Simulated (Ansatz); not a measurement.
# AlH3 (SMILES [H][Al]([H])[H]): HSE06/3-21G

What is the electronic atomisation energy of AlH3 at HSE06/3-21G? 

The calculation is run with Ansatz 0.2.0.

61 further runs of the same task are left out: 2 that didn't finish, 59 set aside as unsound or not needed.

### 1 The system as given

The species is AlH3 (4 atoms), meant as a singlet with charge 0. As SMILES, `[H][Al]([H])[H]`. The shape comes from GFN2-xTB, which is rough for such elements, and wasn't checked as a minimum.

Bond lengths: Al1–H2 1.553 Å, Al1–H3 1.553 Å, Al1–H4 1.553 Å. Angles: H2–Al1–H3 120.0°, H2–Al1–H4 120.0°, H3–Al1–H4 120.0°.

### 2 The energy at HSE06/3-21G

Contents of molecule.yaml:

```yaml
crystal:
  periodic: [false, false, false]
  atoms:
    - {symbol: Al, position_ang: [-0.000010, -0.000020, 0.000020]}
    - {symbol: H, position_ang: [1.552650, -0.030520, 0.014610]}
    - {symbol: H, position_ang: [-0.749810, 1.359840, -0.019120]}
    - {symbol: H, position_ang: [-0.802830, -1.329300, 0.004480]}
basis:
  gaussian:
    orbitals: 3-21G.json
hamiltonian:
  xc: {name: HSE06}
accuracy: high
```

The basis set 3-21G is read from a file made from the Basis Set Exchange's data (not shown).

Command:

```
$ ansatz run molecule.yaml --threads 1 --pin off --max-ram 2610MiB --events-out events.jsonl --progress --plain --runs-dir runs
```

What it wrote:

```text
Warning: RAYON_NUM_THREADS=1 ignored (pool sized by the plan → 1); use --threads N
Functional definition: HSE06
  name "HSE06"
  parameter a = 0.25
  parameter omega = 0.11/bohr
  exchange = pbe_x - a*pbe_x_sr(omega) + a*exact_x_sr(omega)
  correlation = pbe_c
374 factors; integrals over basis functions are off by at most 2.8e-9 eV
76 factors; integrals over basis functions are off by at most 7.2e-10 eV
mean field evaluation 1: about -6604.0477 eV, gradient 8.3e0 eV
mean field evaluation 2: about -6604.3048 eV, gradient 2.7e0 eV
mean field evaluation 4: about -6604.3351 eV, gradient 3.3e-1 eV
mean field evaluation 8: about -6604.3306 eV, gradient 1.0e-3 eV
mean field -6604.33058142 eV, -242.7046722910 hartree, gradient 1.4e-8 eV, S^2 0.000000; 0 other end points of the search recorded, 0 dependent functions left out
reference -6604.33058490 eV, -242.7046724190 hartree; 8, 8 occupied and 11, 11 virtual orbitals, 374 factors
Total energy: -6604.33058490 eV, -242.7046724190 hartree
```

It took 0.72 s on 1 thread of Arm Neoverse V2, shared host.

### 3 The Al atom, same level

Contents of job.yaml:

```yaml
basis:
  gaussian: {orbitals: 3-21G.json}
crystal:
  periodic: [false, false, false]
  atoms:
    - {symbol: Al, position_ang: [0.000000, 0.000000, 0.000000]}
magnetization: {spin_polarized: true, initial_magnetization: 1}
hamiltonian: {xc: hse06}
accuracy: high
```

The basis set 3-21G is read from a file made from the Basis Set Exchange's data (not shown).

Run the same way, it converges to -240.90319 Eh (log not shown).

### 4 The H atom, same level

Contents of run.yaml:

```yaml
crystal:
  periodic: [false, false, false]
  atoms:
    - {symbol: H, position_ang: [0.000000, 0.000000, 0.000000]}
basis:
  gaussian: {orbitals: 3-21G.json}
magnetization: {spin_polarized: true, initial_magnetization: 1}
hamiltonian: {xc: hse06}
accuracy: high
```

The basis set 3-21G is read from a file made from the Basis Set Exchange's data (not shown).

Command:

```
$ ansatz run run.yaml --threads 1 --pin off --max-ram 2610MiB --events-out events.jsonl --progress --plain --runs-dir runs
```

What it wrote:

```text
Warning: RAYON_NUM_THREADS=1 ignored (pool sized by the plan → 1); use --threads N
Functional definition: HSE06
  name "HSE06"
  parameter a = 0.25
  parameter omega = 0.11/bohr
  exchange = pbe_x - a*pbe_x_sr(omega) + a*exact_x_sr(omega)
  correlation = pbe_c
3 factors; integrals over basis functions are off by at most 1.3e-8 eV
3 factors; integrals over basis functions are off by at most 1.8e-10 eV
mean field evaluation 1: about -13.5007 eV, gradient 3.4e-1 eV
mean field evaluation 2: about -13.5017 eV, gradient 2.0e-2 eV
mean field evaluation 4: about -13.5010 eV, gradient 5.3e-6 eV
mean field evaluation 8: about -13.5010 eV, gradient 9.5e-8 eV
mean field -13.50102814 eV, -0.4961536327 hartree, gradient 9.5e-8 eV, S^2 0.750000; 0 other end points of the search recorded, 0 dependent functions left out
reference -13.50102909 eV, -0.4961536676 hartree; 1, 0 occupied and 1, 2 virtual orbitals, 3 factors
Total energy: -13.50102909 eV, -0.4961536676 hartree
```

It took 0.16 s on 1 thread of Arm Neoverse V2, shared host.

### 5 Outcome

Level: HSE06/3-21G.

| quantity | value |
| --- | --- |
| molecule: total energy | -242.70467 Eh |
| Al atom: total energy | -240.90319 Eh |
| Al atom: ⟨S²⟩ | 0.750 |
| H atom: total energy | -0.49615 Eh |
| H atom: ⟨S²⟩ | 0.750 |
| electronic atomisation energy | 8.518 eV |

In words: Taking the molecule apart into free atoms costs 8.52 eV (196 kcal/mol), before zero-point energy and without spin-orbit coupling. The basis has no polarisation functions, which makes bonds too weak.
